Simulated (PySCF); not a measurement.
# C₃H₄F₂Si: electronic excitations at several levels of theory

Aim: compute the electronic excitations of C₃H₄F₂Si (`FC(F)C#C[SiH3]`) at several levels, and see how far they spread and what each costs.

Computed with PySCF 2.14.0, with density-fitted response routines of our own, on a single molecule in the gas phase. Atoms are numbered from 0 throughout.

### 1 Starting geometry

10 atoms, charge 0, multiplicity 1; geometry from: GFN2-xTB. The atoms were then displaced at random by about 0.01 Å, so the start is not that level's minimum.

Bonds of the start (Å): F0–C1 1.35, C1–F2 1.35, C1–C3 1.42, C3–C4 1.24, C4–Si5 1.86, C1–H6 1.10, Si5–H7 1.46, Si5–H8 1.46, Si5–H9 1.48.

### 2 Relaxing the molecule at PBE0-D3(BJ)/def2-SVP

What the job is given:

```
{"job": {"xc": "PBE0", "basis": "def2-SVP", "d3": "d3bj", "grid": 1, "shake": 0.01, "kind": "geom"}, "charge": 0, "multiplicity": 1}
F      2.845340     0.787710    -0.144560
C      2.145290    -0.368740    -0.071080
F      2.662980    -1.039160     0.976850
C      0.756300    -0.144110     0.105480
C     -0.453210     0.044480     0.278840
Si    -2.265480     0.360350     0.558010
H      2.384840    -0.943880    -0.983210
H     -2.952080    -0.230160    -0.581720
H     -2.447640     1.809940     0.640190
H     -2.625900    -0.297370     1.828900
```

Run with:

```sh
$ OMP_NUM_THREADS=1 python probes_run.py task.json out
```

This one command runs all jobs of the session in turn.

Output:

```text
step   0  E = -605.04297785  max force = 0.070129
step   1  E = -605.04409750  max force = 0.013898
step   2  E = -605.04523142  max force = 0.010970
step   3  E = -605.04689195  max force = 0.007213
step   4  E = -605.04717030  max force = 0.004189
step   5  E = -605.04721571  max force = 0.000703
step   6  E = -605.04722538  max force = 0.000401
optimisation converged
```

Run time: 30 s. Hardware: 1 thread of Arm Neoverse V1, shared host; peak memory 0.42 GiB.

Relaxation path:

```tsv
step	energy from step 0 (eV)	largest force component (eV/Å)
0	0.0000	3.6062
1	-0.0305	0.7147
2	-0.0613	0.5641
3	-0.1065	0.3709
4	-0.1141	0.2154
5	-0.1153	0.0361
6	-0.1156	0.0206
```

Distances of close pairs at the start and the end, largest changes first:

```tsv
bond	before (Å)	after (Å)	change (Å)
C1–C3	1.418	1.467	+0.049
Si5–H7	1.456	1.491	+0.035
Si5–H8	1.463	1.490	+0.027
C4–Si5	1.861	1.839	-0.022
C3–C4	1.236	1.216	-0.020
Si5–H9	1.476	1.490	+0.015
F0–C1	1.354	1.348	-0.005
C1–F2	1.347	1.349	+0.001
```

The final coordinates are the input of the step that follows.

```tsv
at the end point	value
rotational constants (GHz, main isotopes)	8.797, 1.007, 0.934
dipole moment (D)	1.93
```

### 3 Ultraviolet spectrum: PBE0/def2-TZVP

What the job is given:

```
{"job": {"kind": "uv", "xc": "PBE0", "basis": "def2-TZVP"}, "charge": 0, "multiplicity": 1}
F      2.904201     0.738212     0.045264
C      2.198094    -0.408347     0.116848
F      2.615333    -1.092186     1.202010
C      0.761807    -0.123751     0.212261
C     -0.436848     0.076970     0.258161
Si    -2.245640     0.388932     0.366706
H      2.424346    -1.011208    -0.780980
H     -2.914925    -0.204391    -0.825616
H     -2.483290     1.859481     0.403581
H     -2.771470    -0.244034     1.609235
```

Method: TDDFT PBE0/def2-TZVP, vertical, gas phase, core orbitals frozen in the response.

Output:

```text
coarse grid: 9536 points
cycle   1  E = -605.4174782295  dE =  6.617e-01  |g| = 7.463e-01  |ddm| = 4.015e+00
cycle   2  E = -605.3047518926  dE =  1.127e-01  |g| = 1.120e+00  |ddm| = 1.465e+00
cycle   3  E = -605.5043013786  dE = -1.995e-01  |g| = 1.835e-01  |ddm| = 8.053e-01
cycle   4  E = -605.5111167078  dE = -6.815e-03  |g| = 8.423e-02  |ddm| = 2.104e-01
cycle   5  E = -605.5127671863  dE = -1.650e-03  |g| = 1.879e-02  |ddm| = 1.001e-01
cycle   6  E = -605.5128408605  dE = -7.367e-05  |g| = 3.080e-03  |ddm| = 2.257e-02
cycle   7  E = -605.5128431034  dE = -2.243e-06  |g| = 3.988e-04  |ddm| = 4.265e-03
final grid: 90248 points
cycle   8  E = -605.5151660263  dE = -5.026e-05  |g| = 4.517e-03  |ddm| = 7.285e-02
cycle   9  E = -605.5151643741  dE =  1.652e-06  |g| = 5.623e-03  |ddm| = 1.061e-02
cycle  10  E = -605.5151700016  dE = -5.627e-06  |g| = 9.012e-04  |ddm| = 4.894e-03
cycle  11  E = -605.5151700864  dE = -8.484e-08  |g| = 4.931e-04  |ddm| = 1.006e-03
cycle  12  E = -605.5151701370  dE = -5.060e-08  |g| = 1.975e-04  |ddm| = 4.535e-04
cycle  13  E = -605.5151701462  dE = -9.211e-09  |g| = 1.636e-05  |ddm| = 3.361e-04
cycle  14  E = -605.5151701463  dE = -5.434e-11  |g| = 4.961e-06  |ddm| = 3.264e-05
converged SCF energy = -605.5151701463

Static polarisability (au): isotropic 62.725, principal 48.435 49.483 90.258

Singlet excitations
state   eV       nm        f      main configurations
  1   5.7868    214.3   0.00000   H->L 0.78, H-1->L+1 0.18
  2   6.0708    204.2   0.00117   H-1->L 0.50, H->L+1 0.48
  3   6.0997    203.3   0.00015   H-1->L+1 0.79, H->L 0.19
  4   7.9048    156.8   0.02846   H->L+2 0.94
  5   7.9655    155.7   0.00272   H-1->L+2 0.94
  6   8.1506    152.1   1.02964   H->L+1 0.35, H-1->L 0.35, H-4->L+1 0.09
  7   8.2543    150.2   0.00114   H-2->L 0.66, H-3->L+1 0.17, H-4->L 0.10
  8   8.2953    149.5   0.00045   H-4->L 0.79, H-3->L+1 0.11
  9   8.4931    146.0   0.09426   H-2->L+1 0.65, H-4->L+1 0.13, H-3->L 0.10
 10   8.5637    144.8   0.02312   H-3->L+1 0.64, H-2->L 0.24

Triplet excitations (Tamm-Dancoff, eV): 4.6933 5.1356 5.1504 5.8442
```

Run time: 37 s. Hardware: 1 thread of Arm Neoverse V1, shared host; peak memory 0.85 GiB.

The orbitals next to the gap, with their largest atomic shares:

```tsv
orbital	eV	atoms
HOMO−3	-10.48	Si5 43 %, H9 21 %, H8 21 %
HOMO−2	-10.45	Si5 34 %, H7 20 %, H8 7 %
HOMO−1	-8.69	C3 39 %, C4 36 %, Si5 9 %
HOMO	-8.62	C3 38 %, C4 37 %, Si5 9 %
LUMO	-0.80	C4 26 %, C3 25 %, Si5 24 %
LUMO+1	-0.68	C4 26 %, C3 26 %, Si5 25 %
LUMO+2	0.53	Si5 87 %, C4 5 %
```

With each of the 10 states as a Gaussian band of 0.4 eV half-width at 1/e, the curve within the window shown has maxima at 152 nm (ε 45,000) L/(mol cm). Beyond the last state computed it falls off for lack of states. The curve at chosen wavelengths:

(nm, ε (L/mol/cm)): (140, 3899), (144, 15159), (148, 34322), (152, 44831), (156, 34727), (160, 16908), (164, 5535), (168, 1302), (172, 234), (176, 34), (180, 5), (184, 4), (188, 10), (191, 18), (195, 32), (199, 46), (203, 53), (207, 51), (211, 42), (215, 30), (219, 19), (223, 10), (227, 5), (231, 2), (235, 1), (239, 0)

Further results of this job:

```tsv
property	computed
dipole moment (D)	1.94
polarisability (Å³)	9.29
HOMO–LUMO gap (eV)	7.83
−ε(HOMO) (eV)	8.62
```

### 4 TDDFT and polarisability: PBE0/aug-cc-pVDZ

Settings changed since step 3:

```diff
@@ -1,2 +1,2 @@
-{"job": {"kind": "uv", "xc": "PBE0", "basis": "def2-TZVP"}, "charge": 0, "multiplicity": 1}
+{"job": {"kind": "uv", "xc": "PBE0", "basis": "aug-cc-pVDZ"}, "charge": 0, "multiplicity": 1}
 F      2.904201     0.738212     0.045264
```

Method: TDDFT PBE0/aug-cc-pVDZ, vertical, gas phase, core orbitals frozen in the response.

Output:

```text
coarse grid: 9536 points
cycle   1  E = -605.3132915946  dE =  6.980e-01  |g| = 6.695e-01  |ddm| = 1.030e+01
cycle   2  E = -605.2175777775  dE =  9.571e-02  |g| = 1.001e+00  |ddm| = 3.175e+00
cycle   3  E = -605.3906812825  dE = -1.731e-01  |g| = 1.709e-01  |ddm| = 1.752e+00
cycle   4  E = -605.3973773042  dE = -6.696e-03  |g| = 6.349e-02  |ddm| = 4.120e-01
cycle   5  E = -605.3983136101  dE = -9.363e-04  |g| = 1.615e-02  |ddm| = 1.243e-01
cycle   6  E = -605.3983734090  dE = -5.980e-05  |g| = 2.440e-03  |ddm| = 5.329e-02
cycle   7  E = -605.3983750103  dE = -1.601e-06  |g| = 2.616e-04  |ddm| = 1.097e-02
final grid: 90248 points
cycle   8  E = -605.4101988246  dE = -2.219e-05  |g| = 5.805e-03  |ddm| = 1.555e-01
cycle   9  E = -605.4101941639  dE =  4.661e-06  |g| = 8.036e-03  |ddm| = 3.288e-02
cycle  10  E = -605.4102058539  dE = -1.169e-05  |g| = 7.041e-04  |ddm| = 1.502e-02
cycle  11  E = -605.4102059327  dE = -7.887e-08  |g| = 3.895e-04  |ddm| = 2.712e-03
cycle  12  E = -605.4102059656  dE = -3.282e-08  |g| = 1.527e-04  |ddm| = 9.050e-04
cycle  13  E = -605.4102059713  dE = -5.760e-09  |g| = 1.345e-05  |ddm| = 2.985e-04
cycle  14  E = -605.4102059714  dE = -4.229e-11  |g| = 4.717e-06  |ddm| = 6.390e-05
converged SCF energy = -605.4102059714

Static polarisability (au): isotropic 67.386, principal 53.028 54.269 94.863

Singlet excitations
state   eV       nm        f      main configurations
  1   5.8074    213.5   0.00001   H->L 0.77, H-1->L+1 0.19
  2   6.0931    203.5   0.00145   H-1->L 0.49, H->L+1 0.47
  3   6.1194    202.6   0.00003   H-1->L+1 0.75, H->L 0.20
  4   7.3800    168.0   0.03052   H->L+2 0.81, H->L+3 0.08
  5   7.4665    166.1   0.00474   H-1->L+2 0.88
  6   7.8495    158.0   0.04337   H->L+3 0.80, H->L+2 0.12
  7   7.9119    156.7   0.01534   H-1->L+3 0.82, H-1->L+2 0.09
  8   7.9501    156.0   0.56004   H->L+4 0.39, H->L+1 0.24, H-1->L 0.20
  9   8.1471    152.2   0.01643   H-1->L+4 0.86
 10   8.1685    151.8   0.39279   H->L+4 0.54, H-1->L 0.13, H->L+1 0.08

Triplet excitations (Tamm-Dancoff, eV): 4.7164 5.1725 5.1872 5.8618
```

Wall time 33 s (1 thread of Arm Neoverse V1, shared host); peak memory 0.76 GiB.

In short: HOMO -8.60 eV, LUMO -0.79 eV; lowest singlet 5.81 eV.

### 5 Ultraviolet spectrum: PBE0/def2-TZVPD

Settings changed since step 4:

```diff
@@ -1,2 +1,2 @@
-{"job": {"kind": "uv", "xc": "PBE0", "basis": "aug-cc-pVDZ"}, "charge": 0, "multiplicity": 1}
+{"job": {"kind": "uv", "xc": "PBE0", "basis": "def2-TZVPD"}, "charge": 0, "multiplicity": 1}
 F      2.904201     0.738212     0.045264
```

With the program's defaults for keys left out, this is: TDDFT PBE0/def2-TZVPD, vertical, gas phase, core orbitals frozen in the response.

Output:

```text
coarse grid: 9536 points
cycle   1  E = -605.4190253878  dE =  6.642e-01  |g| = 7.468e-01  |ddm| = 5.443e+00
cycle   2  E = -605.3049974700  dE =  1.140e-01  |g| = 1.123e+00  |ddm| = 2.351e+00
cycle   3  E = -605.5060524163  dE = -2.011e-01  |g| = 1.830e-01  |ddm| = 1.261e+00
cycle   4  E = -605.5127606905  dE = -6.708e-03  |g| = 8.507e-02  |ddm| = 2.035e-01
cycle   5  E = -605.5144425825  dE = -1.682e-03  |g| = 1.926e-02  |ddm| = 6.408e-02
cycle   6  E = -605.5145193120  dE = -7.673e-05  |g| = 3.130e-03  |ddm| = 2.643e-02
cycle   7  E = -605.5145216315  dE = -2.319e-06  |g| = 3.894e-04  |ddm| = 4.646e-03
final grid: 90248 points
cycle   8  E = -605.5168560952  dE = -5.145e-05  |g| = 4.543e-03  |ddm| = 1.812e-01
cycle   9  E = -605.5168544436  dE =  1.652e-06  |g| = 5.642e-03  |ddm| = 1.529e-02
cycle  10  E = -605.5168601355  dE = -5.692e-06  |g| = 9.114e-04  |ddm| = 6.339e-03
cycle  11  E = -605.5168602246  dE = -8.910e-08  |g| = 4.820e-04  |ddm| = 8.349e-04
cycle  12  E = -605.5168602715  dE = -4.692e-08  |g| = 2.053e-04  |ddm| = 5.170e-04
cycle  13  E = -605.5168602815  dE = -9.990e-09  |g| = 1.702e-05  |ddm| = 2.205e-04
cycle  14  E = -605.5168602815  dE = -5.548e-11  |g| = 5.101e-06  |ddm| = 2.782e-05
converged SCF energy = -605.5168602815

Static polarisability (au): isotropic 67.535, principal 53.235 54.423 94.946

Singlet excitations
state   eV       nm        f      main configurations
  1   5.7680    215.0   0.00001   H->L 0.78, H-1->L+1 0.18
  2   6.0454    205.1   0.00129   H-1->L 0.49, H->L+1 0.48
  3   6.0730    204.2   0.00003   H-1->L+1 0.77, H->L 0.19
  4   7.5401    164.4   0.04392   H->L+2 0.85
  5   7.6234    162.6   0.00607   H-1->L+2 0.91
  6   7.9674    155.6   0.12939   H->L+3 0.78
  7   8.0044    154.9   0.79176   H->L+1 0.28, H-1->L 0.27, H->L+2 0.11
  8   8.0267    154.5   0.00656   H-1->L+3 0.83
  9   8.2044    151.1   0.00017   H-2->L 0.61, H-3->L+1 0.25
 10   8.2730    149.9   0.00015   H-4->L 0.89

Triplet excitations (Tamm-Dancoff, eV): 4.6851 5.1237 5.1380 5.8233
```

Wall time 62 s (1 thread of Arm Neoverse V1, shared host); peak memory 0.97 GiB.

In short: HOMO -8.64 eV, LUMO -0.86 eV; lowest singlet 5.77 eV.

### 6 TDDFT and polarisability: PBE0/6-31+G*

Settings changed since step 5:

```diff
@@ -1,2 +1,2 @@
-{"job": {"kind": "uv", "xc": "PBE0", "basis": "def2-TZVPD"}, "charge": 0, "multiplicity": 1}
+{"job": {"kind": "uv", "xc": "PBE0", "basis": "6-31+G*"}, "charge": 0, "multiplicity": 1}
 F      2.904201     0.738212     0.045264
```

Level: TDDFT PBE0/6-31+G*, vertical, gas phase, core orbitals frozen in the response.

Output:

```text
coarse grid: 9536 points
cycle   1  E = -605.3079741463  dE =  6.783e-01  |g| = 6.610e-01  |ddm| = 2.519e+01
cycle   2  E = -605.2170241463  dE =  9.095e-02  |g| = 9.787e-01  |ddm| = 3.128e+00
cycle   3  E = -605.3852270586  dE = -1.682e-01  |g| = 1.723e-01  |ddm| = 2.019e+00
cycle   4  E = -605.3921299317  dE = -6.903e-03  |g| = 6.146e-02  |ddm| = 2.934e-01
cycle   5  E = -605.3930049481  dE = -8.750e-04  |g| = 1.617e-02  |ddm| = 8.857e-02
cycle   6  E = -605.3930650343  dE = -6.009e-05  |g| = 2.255e-03  |ddm| = 2.692e-02
cycle   7  E = -605.3930663889  dE = -1.355e-06  |g| = 2.686e-04  |ddm| = 5.742e-03
final grid: 90248 points
cycle   8  E = -605.3660413124  dE = -1.798e-05  |g| = 6.563e-03  |ddm| = 5.808e-02
cycle   9  E = -605.3660346466  dE =  6.666e-06  |g| = 9.301e-03  |ddm| = 2.321e-02
cycle  10  E = -605.3660498950  dE = -1.525e-05  |g| = 7.731e-04  |ddm| = 1.316e-02
cycle  11  E = -605.3660499973  dE = -1.023e-07  |g| = 4.310e-04  |ddm| = 2.093e-03
cycle  12  E = -605.3660500416  dE = -4.425e-08  |g| = 1.218e-04  |ddm| = 6.500e-04
cycle  13  E = -605.3660500452  dE = -3.652e-09  |g| = 1.080e-05  |ddm| = 2.455e-04
cycle  14  E = -605.3660500453  dE = -2.365e-11  |g| = 5.049e-06  |ddm| = 2.446e-05
converged SCF energy = -605.3660500453

Static polarisability (au): isotropic 60.025, principal 45.677 46.734 87.663

Singlet excitations
state   eV       nm        f      main configurations
  1   5.8284    212.7   0.00001   H->L 0.78, H-1->L+1 0.19
  2   6.1253    202.4   0.00168   H-1->L 0.50, H->L+1 0.47
  3   6.1531    201.5   0.00003   H-1->L+1 0.77, H->L 0.20
  4   7.4573    166.3   0.02364   H->L+2 0.88
  5   7.5321    164.6   0.00684   H-1->L+2 0.94
  6   7.9859    155.3   0.00757   H->L+3 0.92
  7   8.0385    154.2   0.00748   H-1->L+3 0.90
  8   8.1437    152.2   0.89704   H->L+1 0.30, H-1->L 0.28, H->L+4 0.17
  9   8.3596    148.3   0.00007   H-4->L 0.54, H-2->L 0.40
 10   8.4599    146.6   0.22048   H->L+4 0.72

Triplet excitations (Tamm-Dancoff, eV): 4.7110 5.1827 5.1990 5.8874
```

Run time: 15 s. Hardware: 1 thread of Arm Neoverse V1, shared host; peak memory 0.57 GiB.

Key values: HOMO -8.62 eV, LUMO -0.76 eV; lowest singlet 5.83 eV.

### 7 Side by side: electronic excitations

Excitations and ground-state properties, with basis size and wall time:

```tsv
run	lowest singlet (eV)	brightest (eV)	f	gap (eV)	α (Å³)	μ (D)	functions	time
PBE0/def2-TZVP	5.79	8.15	1.030	7.83	9.29	1.94	216	37 s
PBE0/aug-cc-pVDZ	5.81	7.95	0.560	7.81	9.99	2.04	178	33 s
PBE0/def2-TZVPD	5.77	8.00	0.792	7.78	10.01	1.98	270	62 s
PBE0/6-31+G*	5.83	8.14	0.897	7.86	8.89	2.17	120	15 s
```

### 8 Summary of results

```
                                quantity                        value
    rotational constants (main isotopes)         8.80, 1.01, 0.93 GHz
         lowest singlet (PBE0/def2-TZVP)  5.79 eV (214 nm), f = 0.000
brightest single state of those computed  state 6, 8.15 eV, f = 1.030
                          lowest triplet                      4.69 eV
             range of the lowest singlet              5.77 to 5.83 eV
```

Single values in the summary come from the first sound run of each kind (PBE0/def2-TZVP), which need not be the best level. The start of the PBE0/def2-SVP relaxation was shaken at random by about 0.01 Å, so part of the energy gained, and of the first lengths quoted, undoes that. Relaxing lowered the energy by 0.116 eV in 6 steps; the close pair that moved most is C1–C3, from 1.418 to 1.467 Å. The lowest singlet, at 5.79 eV, is HOMO→LUMO 0.78, HOMO−1→LUMO+1 0.18 and is dark; of the 10 states computed, the strongest absorption comes from state 6 at 8.15 eV. The lowest triplet lies 1.09 eV below the lowest singlet (triplets in Tamm-Dancoff, singlets in full TDDFT). The basis of PBE0/def2-TZVP has no diffuse functions, so Rydberg states are missing and the high states are unreliable. The lowest singlet runs from 5.77 eV (PBE0/def2-TZVPD) to 5.83 eV (PBE0/6-31+G*), while the orbital gap spans 7.78 to 7.86 eV. The lowest state need not be the same one in every run.
